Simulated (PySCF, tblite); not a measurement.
# C5H6FO2S radical: geometry, infrared bands and EPR parameters

Wanted: the infrared bands and EPR parameters of C5H6FO2S radical (`O=S1(=O)C=[C]C[C@@H]1CF`), by calculation.

The runs use tblite 0.8.0 and PySCF 2.14.0, with density-fitted response routines of our own; the level of theory stands in each step. All values are computed, except where a source is named. Atoms are numbered from 0 throughout.

### 1 Starting geometry

15 atoms, charge 0, multiplicity 2; geometry from: force field or distance geometry start.

Bonds of the start (Å): O0–S1 1.48, S1–O2 1.49, S1–C3 1.77, C3–C4 1.33, C4–C5 1.45, C5–C6 1.53, C6–C7 1.51, C7–F8 1.39, C6–S1 1.81, C3–H9 1.08, C5–H10 1.10, C5–H11 1.12, C6–H12 1.09, C7–H13 1.12, C7–H14 1.13.

### 2 Geometry optimisation with GFN2-xTB

Job settings and geometry (Å):

```
{"job": {"kind": "relax", "xc": "GFN2-xTB", "basis": "xTB"}, "charge": 0, "multiplicity": 2}
O     -0.069600    -0.507200    -2.383800
S     -0.707900    -0.623200    -1.057400
O     -1.611200    -1.797600    -0.879200
C     -1.525900     0.854100    -0.540700
C     -1.273500     0.978000     0.756600
C     -0.448000    -0.051200     1.349000
C      0.506400    -0.602600     0.281600
C      1.552300     0.407800    -0.135300
F      2.575700     0.543600     0.792800
H     -2.123200     1.503200    -1.155700
H      0.149700     0.389000     2.167400
H     -1.044300    -0.923200     1.714000
H      0.895900    -1.590900     0.528200
H      2.017900     0.017100    -1.071600
H      1.101200     1.411000    -0.387900
```

Started as:

```
$ OMP_NUM_THREADS=1 python probes_run.py task.json out
```

One launch serves the whole session: the jobs run in the order shown.

**Question.** This job is followed by: GFN2-xTB harmonic vibrations, gas phase; UKS B3LYP, pcH-1 on C F H O S, non-relativistic, mean-field spin-orbit, GIAO. Predict these results of the whole session: strongest single infrared mode (GFN2-xTB); zero-point energy (GFN2-xTB); g(iso) (B3LYP); ⟨S²⟩; largest a(iso); potential on the surface of density 0.002 e/bohr³, 1st and 99th percentile.

**Answer**, as computed:

| quantity | value |
| --- | --- |
| strongest single infrared mode (GFN2-xTB) | 1242 cm⁻¹, 417 km/mol |
| zero-point energy (GFN2-xTB) | 64.1 kcal/mol |
| g(iso) (B3LYP) | 2.00221 |
| ⟨S²⟩ | 0.759 (exact 0.75) |
| largest a(iso) | 13C on C4, 345.8 MHz |
| potential on the surface of density 0.002 e/bohr³, 1st and 99th percentile | -1.46 V and 1.56 V |

In words: The optimisation took 52 steps and gained 0.539 eV; among the close pairs (by a distance rule), S1–C3 changed most, from 1.766 to 1.895 Å. No mode is imaginary among the 39: a minimum at this level. The strongest single mode, at 1242 cm⁻¹, is spread over several atoms, S1, O2, O0 among them. GFN2-xTB is a fitted tight-binding method: band positions and strengths are rough. Its intensities can rank the bands wrongly. C4 carries the largest spin population, 0.89 e. The isotropic g lies 0.1 ppt below the free-electron value. These values are for one conformer; the search (at its own cheap level) found 2 more, at 0.04, 0.69 kcal/mol (those within 0.05 may be mirror or relabelled copies), and measured spectra average over such forms.
